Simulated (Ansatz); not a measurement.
# SbP (zincblende type): how the settings move a single-point run

Question: which choices in the input matter for SbP (zincblende type)?

Computed with Ansatz 0.2.0 (reference: DFT, PBEsol, all-electron LAPW, scalar-relativistic, unless a step's input says otherwise).

## Step 1: The system as given

The structure is cubic, space group F-43m (No. 216). The conventional cell has a = 5.509 Å, b = 5.509 Å, c = 5.509 Å, α = 90.00°, β = 90.00°, γ = 90.00°. Sb (site symmetry -43m) is surrounded by 4 P at 2.39 Å. P (site symmetry -43m) has 4 Sb at 2.39 Å in its first shell of neighbours.

Coordinates:

```
Sb P
1.0
     0.00000    2.75426    2.75426
     2.75426    0.00000    2.75426
     2.75426    2.75426    0.00000
Sb P
1 1
Direct
  0.00000 0.00000 0.00000
  0.25000 0.25000 0.25000
```

## Step 2: Reference

input.yaml

```yaml
crystal:
  lattice:
    - [0.0, 2.7542609721, 2.7542609721]
    - [2.7542609721, 0.0, 2.7542609721]
    - [2.7542609721, 2.7542609721, 0.0]
  atoms:
    - { symbol: Sb, position: [0.0, 0.0, 0.0] }
    - { symbol: P, position: [0.25, 0.25, 0.25] }
kpoints:
  mp_grid: { grid: [11, 11, 11] }
scf:
  occupations: { method: fermi_dirac, width: 0.08 }
hamiltonian:
  xc: pbesol
  pseudopotentials: { kind: all_electron, lapw: { basis_error: 0.001 } }
output:
  forces: true
  stress: true
  eigenvalues: true
  populations: true
```

The run is started by

```console
ansatz run input.yaml --threads 1 --pin off --max-ram 2048MiB --backend cpu --events-out ev --progress --plain --runs-dir out
```

## Step 3: Variant: xc_grid 3

input.yaml, as its differences from that of step 2:

```diff
@@ -20 +20,3 @@
   populations: true
+basis:
+  xc_grid: 3
```

Q: Predict the outcome of this session. Wanted: for each run, ending; energy change; pressure; gap; force.

As calculated:

| run | ending | energy change | pressure (GPa) | gap (eV) | force (eV/Å) | cycles | time |
| --- | --- | --- | --- | --- | --- | --- | --- |
| reference | converged | 0 | 32.2 | 0.00 | 0.00 | 9 | 29 s |
| 1: xc_grid 3 | converged | 0.0 meV/atom | 32.2 | 0.00 | 0.00 | 9 | 32 s |

Residual by cycle in the longest SCF loop of each run; runs are numbered as in the table. The quantity is the density residual dr2, in eV.

| cycle | reference | run 1 |
| --- | --- | --- |
| 1 | 0.642 | 0.642 |
| 2 | 0.218 | 0.218 |
| 3 | 0.0265 | 0.0265 |
| 4 | 0.00199 | 0.00199 |
| 5 | 3.8e-4 | 3.8e-4 |
| 6 | 5.5e-5 | 5.5e-5 |
| 7 | 4.0e-6 | 4.0e-6 |
| 8 | 2.1e-7 | 2.1e-7 |
| 9 | 7.9e-9 | 7.9e-9 |

The changed input (numerical grids) leaves the energy the same to the digits printed. Semilocal functionals close small gaps, and spin-orbit coupling, left out here, moves these band edges, so the missing gap need not be the real solid's. The structure is not at rest: the sound run finds 32 GPa, so these are no properties of the relaxed crystal. 
